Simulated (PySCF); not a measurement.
# H9InSi3 (In(SiH3)3): the cost of one run

Computed with PySCF 2.14.0 and routines of our own; the level stands in each step. Atoms count from 0.

## 1. The starting structure

13 atoms, charge 0, multiplicity 1; geometry from: GFN2-xTB.

## 2. Relaxing the molecule at PBE0-D3(BJ)/def2-SVP

What the job is given:

```
{"job": {"xc": "PBE0", "basis": "def2-SVP", "d3": "d3bj", "grid": 1, "maxiter": 30, "shake": 0.03, "kind": "geom"}, "charge": 0, "multiplicity": 1}
In     0.052330    -0.073640     0.010120
Si     2.619380    -0.014330    -0.024260
H      3.167700     1.345630     0.035040
H      3.307100    -0.606580    -1.249380
H      3.211350    -0.776120     1.082330
Si    -1.336030     2.313740    -0.004810
H     -0.853330     3.208530     1.079540
H     -2.737510     2.161570     0.172090
H     -1.166950     3.077460    -1.198790
Si    -1.325460    -2.304110     0.044410
H     -0.451020    -3.480680    -0.060610
H     -2.262420    -2.428630    -1.082340
H     -2.194530    -2.474970     1.218850
```

Launch:

```bash
$ OMP_NUM_THREADS=1 python heavy_run.py task.json out
```

The driver reads the jobs from task.json and runs them one after another.

**Question.** How long does this first job take on 1 thread of AMD EPYC 7B13, shared host, and how much memory does it need?

About 47 s, with a peak of 0.51 GiB.
